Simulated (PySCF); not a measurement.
# C2H5ClOSi: the cost of one run

Programs: PySCF 2.14.0, with density-fitted response routines of our own. Each step states its level of theory. These are calculated values for one molecule in the gas phase, unless marked as measured. Atoms are numbered from 0 throughout.

### Step 1. The molecule as given

10 atoms, charge 0, multiplicity 1; geometry from: PBE0-D3(BJ)/def2-SVP.

Bonds of the start (Å): C0–C1 1.33, C1–O2 1.35, O2–Si3 1.66, Si3–Cl4 2.06, C0–H5 1.09, C0–H6 1.09, C1–H7 1.09, Si3–H8 1.49, Si3–H9 1.48.

### Step 2. Shielding tensors: HF/pcSseg-2

What the job is given:

```
{"job": {"kind": "nmr", "xc": "HF", "basis": "pcSseg-2", "pop": false}, "charge": 0, "multiplicity": 1}
C      1.083449     3.385595     2.390236
C      1.657102     3.264249     1.192431
O      2.965183     3.017262     0.945753
Si     4.114287     2.402320     1.981344
Cl     4.645383     3.782893     3.419983
H      1.647641     3.320383     3.323927
H      0.011259     3.576935     2.451439
H      1.086548     3.365029     0.263442
H      3.577131     1.202581     2.674807
H      5.298796     2.128574     1.138709
```

Level: GIAO HF/pcSseg-2 NMR shielding, non-relativistic, gas phase.

Launch:

```
> OMP_NUM_THREADS=1 python probes_run.py task.json out
```

This one command runs all jobs of the session in turn.

Q: Estimate the wall time and peak memory of this first job on 1 thread of Arm Neoverse V2, shared host.

About 16 s, with a peak of 1 GiB.
